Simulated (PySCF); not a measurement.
# RuO₂H: relaxation and vibrations of the quartet

Where does quartet RuO₂H go from a T-shaped (ligand arrangement 1) start, is the end point a minimum, and what are its modes, charges and moments?

The runs use PySCF 2.14.0; PBE0, basis Ru def2-TZVP with ECP28, O def2-TZVP, H def2-TZVP, scalar-relativistic core potentials, no spin–orbit coupling, density fitting.

## 1. Where the work starts

4 atoms, charge 0, spin multiplicity 4.

Bond lengths: Ru1–O2 1.710 Å, Ru1–O3 1.710 Å, Ru1–H4 1.570 Å. Angles: O2–Ru1–O3 176.0°, O2–Ru1–H4 88.0°, O3–Ru1–H4 88.0°.

```xyz
4
charge 0 multiplicity 4
Ru    0.0000    0.0000    0.0000
O     1.7090    0.0000    0.0597
O    -1.7090    0.0000    0.0597
H     0.0000    0.0000    1.5700
```

## 2. First SCF at the start

The steps below are one call of a driver around PySCF. For each, scf.py gives the equivalent set-up of the SCF; relaxations use the driver's own optimiser. After this first run the driver tries any further starts and a stability analysis.

The input, scf.py:

```python
from pyscf import gto, scf, dft
mol = gto.M(atom='''
Ru     0.000000     0.000000     0.000000
O      1.709000     0.000000     0.059700
O     -1.709000     0.000000     0.059700
H      0.000000     0.000000     1.570000''',
    basis={'Ru': 'def2-TZVP', 'O': 'def2-TZVP', 'H': 'def2-TZVP'},
    ecp={'Ru': 'def2-TZVP'},
    charge=0, spin=3)
mf = dft.UKS(mol, xc='PBE0')
mf.grids.atom_grid = (50, 194)
aux = {'Ru': 'def2-universal-JKFIT', 'O': 'def2-universal-JKFIT', 'H': 'def2-universal-JKFIT'}
mf = mf.density_fit(auxbasis=aux)
mf.conv_tol = 1e-08
mf.diis_space = 10
mf.max_cycle = 60
mf.init_guess = 'minao'
mf.verbose = 4
mf.kernel()
```

The run is started by

```bash
OMP_NUM_THREADS=4 python axn.py task.json out
```

After this run come: Relaxation: T-shaped (ligand arrangement 1) start, quartet; Hessian and properties; Following the imaginary mode; Frequencies.

Q: Predict the outcome of this session. Wanted: minimum; geometry; wavenumbers; dipole moment; highest occupied, lowest empty level; polar-tensor charge of Ru1; zero-point energy; atomisation energy; ⟨S²⟩.

The runs gave:

| quantity | value |
| --- | --- |
| minimum | quartet, Cs |
| geometry | Ru–H 1.593 Å, Ru–O 1.690 Å (×2); H–Ru–O 102.2° (×2), O–Ru–O 115.8° |
| wavenumbers (cm⁻¹) | 308 (a'), 356 (a'), 591 (a''), 905 (a''), 977 (a'), 2098 (a') |
| dipole moment | 3.01 D |
| highest occupied, lowest empty level (either spin) | -7.49, -4.47 eV |
| polar-tensor charge of Ru1 | +1.10 e |
| zero-point energy | 31.3 kJ/mol |
| entropy at 298.15 K | 292.5 J/(mol K) |
| atomisation energy (no zero-point energy) | 1141 kJ/mol |
| ⟨S²⟩ | 3.776 |

What this shows: From C2v at the start the molecule goes to a Cs minimum, after a stop at a second-order saddle point 151.2 kJ/mol higher, from which it was pushed off along an imaginary mode. The strongest infrared band lies at 905 cm⁻¹ (a'', stretch). Most of the spin sits on Ru1 (Mulliken spin 1.94, against 3 for the whole molecule). Other starts or spin states, not run here, may lie lower. One determinant may miss the lowest occupation of an open d or f shell.
